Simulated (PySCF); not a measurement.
# CaO: the SCF solver's settings

The same problem is solved with other solver options, one edit a run.

Program: PySCF 2.14.0. Level of theory: each script names its method and basis. These are calculated values, not measurements.

1 further run of the same task is left out (it didn't finish).

### Step 1. Starting geometry

CaO: 2 atoms, charge 0, spin multiplicity 1.

Bond lengths: Ca1–O2 1.935 Å.

### Step 2. The run that the others are compared with

input.py

```python
from pyscf import gto, scf
from pyscf.hessian import thermo

mol = gto.M(
    atom='Ca 0 0 0; O 0 0 1.935',
    basis='6-311g**',
    charge=0,
    spin=0,
    verbose=4,
)
mf = scf.RHF(mol)
mf = mf.density_fit(auxbasis='def2-universal-jkfit')
mf.kernel()
hess = mf.Hessian().kernel()
print('wavenumber (cm^-1) =', thermo.harmonic_analysis(mol, hess)['freq_wavenumber'].round(1))
mf.dip_moment()
print('orbital energies (hartree):', mf.mo_energy[..., max(0, mol.nelec[1]-3):mol.nelec[0]+3].round(4))
```

Launch:

```bash
python input.py
```

The log of this run is left out.

Base result: E(SCF) = -751.526111 Eh, 14 cycles, μ = 11.10 D, wavenumbers 650 cm⁻¹.

The bond length is a typed value, not an optimised one, so the wavenumber is not that of the minimum.

### Step 3. DIIS space 20

Variant 1 changes DIIS space: default → 20.

input.py

```python
from pyscf import gto, scf
from pyscf.hessian import thermo

mol = gto.M(
    atom='Ca 0 0 0; O 0 0 1.935',
    basis='6-311g**',
    charge=0,
    spin=0,
    verbose=4,
)
mf = scf.RHF(mol)
mf = mf.density_fit(auxbasis='def2-universal-jkfit')
mf.diis_space = 20
mf.kernel()
hess = mf.Hessian().kernel()
print('wavenumber (cm^-1) =', thermo.harmonic_analysis(mol, hess)['freq_wavenumber'].round(1))
mf.dip_moment()
print('orbital energies (hartree):', mf.mo_energy[..., max(0, mol.nelec[1]-3):mol.nelec[0]+3].round(4))
```

Launch:

```bash
python input.py
```

### Step 4. DIIS space 2

Variant 2 changes DIIS space: default → 2.

Changes to input.py since step 2:

```diff
@@ -12,2 +12,3 @@
 mf = mf.density_fit(auxbasis='def2-universal-jkfit')
+mf.diis_space = 2
 mf.kernel()
```

### Step 5. DIIS space 4

Variant 3 changes DIIS space: default → 4.

Changes to input.py since step 2:

```diff
@@ -12,2 +12,3 @@
 mf = mf.density_fit(auxbasis='def2-universal-jkfit')
+mf.diis_space = 4
 mf.kernel()
```

### Step 6. Convergence threshold 1e-05 hartree

Variant 4 changes convergence threshold: default → 1e-05 hartree.

Changes to input.py since step 2:

```diff
@@ -12,2 +12,3 @@
 mf = mf.density_fit(auxbasis='def2-universal-jkfit')
+mf.conv_tol = 1e-05
 mf.kernel()
```

Before running it: what results should come out? Wanted: for each run, E(SCF); from base; gap; SCF dipole; after the SCF.

The runs gave:

```csv
run,E(SCF) (hartree),from base (eV),cycles,gap (eV),SCF dipole (D),after the SCF
base,-751.526111,0,14,6.27,11.10,highest mode 650 cm⁻¹
DIIS space 20,-751.526111,0.0000,14,6.27,11.10,highest mode 650 cm⁻¹
DIIS space 2,-751.526111,0.0000,19,6.27,11.10,highest mode 651 cm⁻¹
DIIS space 4,-751.526111,0.0000,14,6.27,11.10,highest mode 650 cm⁻¹
convergence threshold 1e-05 hartree,-751.526107,+0.0001,7,6.28,11.13,highest mode 653 cm⁻¹
```

Distance from each run's final energy (log10 hartree) by cycle:

```csv
run,cycle 1,cycle 2,cycle 3,cycle 5,cycle 8,cycle 12
base,-0.5,0.7,-1.3,-4.3,-5.8,-8.8
DIIS space 20,-0.5,0.7,-1.3,-4.3,-5.8,-8.8
DIIS space 2,-0.5,0.7,-1.3,-3.9,-5.8,-7.2
DIIS space 4,-0.5,0.7,-1.3,-4.3,-5.7,-8.2
convergence threshold 1e-05 hartree,-0.5,0.7,-1.3,-4.3,done,done
```

What this shows: With DIIS space 20 or DIIS space 2 or DIIS space 4 the SCF ends at the base energy. The base needs 14 cycles and the run with DIIS space 2 needs 19.
